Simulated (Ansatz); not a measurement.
# HfSi3O8: the cost of one run

Computed with Ansatz 0.2.0 (DFT PBE, scalar-relativistic, plane waves, PAW, unless a step's input says otherwise).

## (1) The system as given

The structure is tetragonal, space group P-4 (No. 81). The conventional cell has a = 4.437 Å, b = 4.437 Å, c = 6.997 Å, α = 90.00°, β = 90.00°, γ = 90.00°. Around Hf (site symmetry -4) lie 4 O at 1.51 Å. Si (site symmetry -4) is surrounded by 4 O at 1.51 Å. Si (site symmetry 2) is surrounded by 4 O at 1.51 Å. O (site symmetry 1) is surrounded by 1 Hf at 1.51 Å and 1 Si at 1.51 Å. Around O (site symmetry 1) lie 2 Si at 1.51 Å.

Coordinates:

```
CELL_PARAMETERS angstrom
4.43672 0.00000 0.00000
0.00000 4.43672 0.00000
0.00000 0.00000 6.99694
ATOMIC_POSITIONS crystal
Hf 0.50000 0.50000 0.50000
Si 0.00000 0.00000 0.00000
Si 0.50000 0.00000 0.75000
Si 0.00000 0.50000 0.25000
O 0.37662 0.75000 0.62500
O 0.87662 0.25000 0.12500
O 0.75000 0.87662 0.87500
O 0.25000 0.37662 0.37500
O 0.62338 0.25000 0.62500
O 0.12338 0.75000 0.12500
O 0.25000 0.12338 0.87500
O 0.75000 0.62338 0.37500
```

The start is an ordering of an alloy on its end members' structure types: elements ordered on the sites of the SiO2 type, Hf/Si on Si (P-4, No. 81).

## (2) Probe: one point on a coarse mesh

input.yaml

```yaml
crystal:
  lattice:
    - [4.43671871, 0.0, 0.0]
    - [0.0, 4.43671871, 0.0]
    - [0.0, 0.0, 6.99693576]
  atoms:
    - { symbol: Hf, position: [0.5, 0.5, 0.5] }
    - { symbol: Si, position: [0.0, 0.0, 0.0] }
    - { symbol: Si, position: [0.5, 0.0, 0.75] }
    - { symbol: Si, position: [0.0, 0.5, 0.25] }
    - { symbol: O, position: [0.37661999, 0.75, 0.625] }
    - { symbol: O, position: [0.87661999, 0.25, 0.125] }
    - { symbol: O, position: [0.75, 0.87661999, 0.875] }
    - { symbol: O, position: [0.25, 0.37661999, 0.375] }
    - { symbol: O, position: [0.62338001, 0.25, 0.625] }
    - { symbol: O, position: [0.12338001, 0.75, 0.125] }
    - { symbol: O, position: [0.25, 0.12338001, 0.875] }
    - { symbol: O, position: [0.75, 0.62338001, 0.375] }
basis:
  ecutwfc: 420
kpoints:
  mp_grid: { grid: [4, 4, 4] }
hamiltonian:
  xc: pbe
scf:
  occupations: { method: gaussian, width: 0.1 }
  lower_state_search: "off"
output:
  forces: true
  stress: true
  eigenvalues: true
```

Started as:

```console
> ansatz run input.yaml --threads 1 --pin off --max-ram 2560MiB --backend cpu --events-out ev --progress --plain --runs-dir out
```

Q: Estimate wall time and peak memory on 1 thread of Intel Xeon Platinum 8375C at 2.90GHz (Ice Lake), shared host.

About 11 s, with a peak of 0.46 GiB.
